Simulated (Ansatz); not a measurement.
# CH₃BiF₂: small, medium and large basis sets

How large a basis does CH₃BiF₂ need? Two functionals are run in growing sets.

The runs use Ansatz 0.2.0, Gaussian basis; one geometry, several basis sets.

Plan: PBE0-D4/def2-SVP; ωB97M-V/def2-SVP; PBE0-D4/def2-QZVPP; ωB97M-V/def2-QZVPP; the functionals' def2-TZVPP values are taken from earlier runs.

## Step 1: Structure used throughout

An earlier PBE0-D4 in a triple-zeta def2 set relaxation fixed the geometry. Bi takes the def2 core potential; no spin-orbit term is included.

7 atoms, charge 0, spin multiplicity 1.

Atoms are counted from 1 here; the program's logs count them from 0.

Bond lengths: C1–Bi2 2.220 Å, C1–H5 1.091 Å, C1–H6 1.090 Å, C1–H7 1.091 Å, Bi2–F3 2.010 Å, Bi2–F4 2.010 Å. Angles: Bi2–C1–H5 110.1°, Bi2–C1–H6 106.2°, Bi2–C1–H7 110.0°, H5–C1–H6 110.2°, H5–C1–H7 110.2°, H6–C1–H7 110.2°, C1–Bi2–F3 92.2°, C1–Bi2–F4 92.2°, F3–Bi2–F4 96.0°.

## Step 2: PBE0-D4 in def2-SVP

The input, in.yaml:

```yaml
crystal:
  periodic: [false, false, false]
  atoms:
    - {symbol: C, position_ang: [-0.294042, 0.794295, -0.310526]}
    - {symbol: Bi, position_ang: [0.912213, -1.066791, -0.418297]}
    - {symbol: F, position_ang: [1.581597, -0.834027, 1.462537]}
    - {symbol: F, position_ang: [-0.668430, -2.212182, 0.060789]}
    - {symbol: H, position_ang: [-0.972377, 0.850521, -1.162971]}
    - {symbol: H, position_ang: [-0.861562, 0.735950, 0.617903]}
    - {symbol: H, position_ang: [0.363901, 1.664231, -0.295036]}
basis:
  gaussian: {orbitals: def2-SVP}
hamiltonian: {xc: pbe0, dispersion: d4}
output: {orbitals: {seedname: orbitals}}
```

After this run come: ωB97M-V in def2-SVP; PBE0-D4 in def2-QZVPP; ωB97M-V in def2-QZVPP.

**Question.** What will the summary of the whole plan be? Wanted: PBE0-D4: double and triple zeta above quadruple; ωB97M-V: double and triple zeta above quadruple.

The runs gave:

| quantity | value |
| --- | --- |
| PBE0-D4: double and triple zeta above quadruple | 9.36, 0.49 eV |
| ωB97M-V: double and triple zeta above quadruple | 9.62, 0.48 eV |

What this shows: PBE0-D4 gains 8.87 eV from double to triple zeta, then 0.49 eV more. Total energies overstate the basis error of differences, where much of it tends to cancel. The LUMO of ωB97M-V is positive and keeps falling with the basis (0.84 to 0.25 eV): an unbound level that the basis holds in place.
